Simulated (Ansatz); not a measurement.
# TiH₂ (singlet): wave-function methods side by side at distance Ti1–H2 = 2.237 Å, def2-SVP

One table from this session's results is given with a row withheld; the runs are named, their logs left out.

The runs use Ansatz 0.2.0, Gaussian basis; def2-SVP, core rule «outside noble gas», up to 9 orbitals frozen.

Plan: UHF; CCSD(T) on RHF; CCSD(T) on UHF; CISD; CCSDT(Q) on RHF; CCSDT(Q) on UHF; CASSCF and MRCISD+Q, 2 electrons in 2 orbitals; CASSCF and NEVPT2, 2 electrons in 2 orbitals; CASSCF and MRCISD+Q, 6 electrons in 8 orbitals; CASSCF and NEVPT4(SD), 6 electrons in 8 orbitals; CASSCF and NEVPT2, 6 electrons in 8 orbitals; Full CI.

32 further runs of the same task are left out: 9 for a known fault of the program, 19 that didn't finish, 4 set aside as unsound or not needed.

## What is computed

The geometry derives from a PBE0/def2-TZVP stationary point (not a proven minimum). One bond is set to the value named and the two fragments are kept rigid.

3 atoms, charge 0, spin multiplicity 1.

Atoms are counted from 1 here; the program's logs count them from 0.

Bond lengths: Ti1–H2 2.237 Å, Ti1–H3 1.847 Å. Angles: H2–Ti1–H3 180.0°.

Coordinates:

```xyz
3
charge 0, multiplicity 1
Ti    0.0000    0.0000    0.1299
H     0.0000    0.0000   -2.1071
H     0.0000    0.0000    1.9773
```

The first run:

File in.yaml:

```yaml
crystal:
  periodic: [false, false, false]
  atoms:
    - {symbol: Ti, position_ang: [0.000000, 0.000000, 0.129867]}
    - {symbol: H, position_ang: [0.000000, 0.000000, -2.107133]}
    - {symbol: H, position_ang: [0.000000, 0.000000, 1.977267]}
basis:
  gaussian: {orbitals: def2-SVP}
magnetization: {spin_polarized: true, initial_magnetization: 0}
hamiltonian: {xc: hf}
output: {orbitals: {seedname: orbitals}}
```

Run with:

```console
> ansatz run in.yaml --threads 1 --pin off --events-out ev --progress --plain --max-ram 2393MiB
```

Among the steps run: UHF; CCSD(T) on RHF; CCSD(T) on UHF; CISD; CCSDT(Q) on RHF; CCSDT(Q) on UHF; CASSCF and MRCISD+Q, 2 electrons in 2 orbitals; CASSCF and NEVPT2, 2 electrons in 2 orbitals; CASSCF and MRCISD+Q, 6 electrons in 8 orbitals; CASSCF and NEVPT4(SD), 6 electrons in 8 orbitals; CASSCF and NEVPT2, 6 electrons in 8 orbitals; Full CI.

One table of the session follows, with a row left open; its other results are not shown here.

```
   method  from FCI (meV)
      RHF         +2720.5
     RMP2         +1109.3
     CISD          +424.0
    RCCSD               ?
 RCCSD(T)           +93.3
   RCCSDT           +20.4
RCCSDT(Q)            +9.1
      FCI               0
```

Estimate the missing values for RCCSD.

**Answer.** from FCI (meV): +184.0. In the column «from FCI (meV)» it lies between RCCSD(T) (+93.3) and CISD (+424.0).

Left out of the table: CASSCF pair, NEVPT2 pair, MRCISD pair, MRCISD+Q pair, CASSCF valence, NEVPT2 valence, NEVPT4(SD) valence, MRCISD valence, MRCISD+Q valence (the active space lost an orbital or holds another state than full CI finds).

Left out of the table: UHF, UMP2, UCCSD, UCCSD(T), UCCSDT, UCCSDT(Q) (another determinant or state than the rows shown).

To keep in mind: The report flags that the cluster equations may have other roots. The program flags RCCSDT(Q) as in doubt, so those rows may rest on another solution; read them beside their warnings.
